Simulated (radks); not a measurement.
# Bi in [Xe] 4f14 5d10 6s1.75 6p3 6d0.25: an all-electron calculation

The task here is to estimate one member of a computed series from the others.

Method: scalar-relativistic Kohn-Sham, SCAN, spin-polarised, spherical densities, finite nucleus; open shells are filled with parallel spins first. Code: radks (a radial shooting solver on a logarithmic mesh, Libxc functionals) version 1.

**Starting point**

- element: bismuth (Z = 83)
- charge: 0
- electrons: 83
- configuration: [Xe] 4f14 5d10 6s1.75 6p3 6d0.25
- nuclear rms radius: 5.5211 fm

Set-up of the first run:

Input:

```text
Z 83
configuration [Xe] 4f14 5d10 6s1.75 6p3 6d0.25 7s0 5f0 7p0 7d0
relativity scalar-relativistic
functional scan,scan
spin polarised
nucleus finite rms 5.5211 fm
c 137.035999084
```

One of the session's tables, all rows but one given; the rest of the session is left out.

It belongs to the step «Orbitals and density». Radial density 4πr²ρ:

```
r (bohr)  4πr²ρ (e/bohr)
0.000606           6.300
 0.00106               ?
 0.00184           30.20
 0.00323           58.36
 0.00565           94.84
 0.00981           116.3
  0.0172           105.3
  0.0301           122.0
  0.0522           157.1
  0.0914           124.3
   0.160           137.7
   0.278           89.04
   0.487           64.64
   0.852           26.13
    1.48           9.000
    2.59           2.353
    4.53          0.3003
```

Q: Estimate the row for r (bohr) = 0.00106 from the others.

Worked estimate for «4πr²ρ (e/bohr)». A straight line through the neighbours (0.000606, 6.300) and (0.00184, 30.20) gives 6.300 + (30.20 − 6.300) × (0.00106 − 0.000606) / (0.00184 − 0.000606) = 15.09; a parabola fitted to 3 rows on both sides gives 14.97.

As computed: 4πr²ρ (e/bohr): 14.29. In «4πr²ρ (e/bohr)» the line misses by +0.80 and the parabola by +0.68.
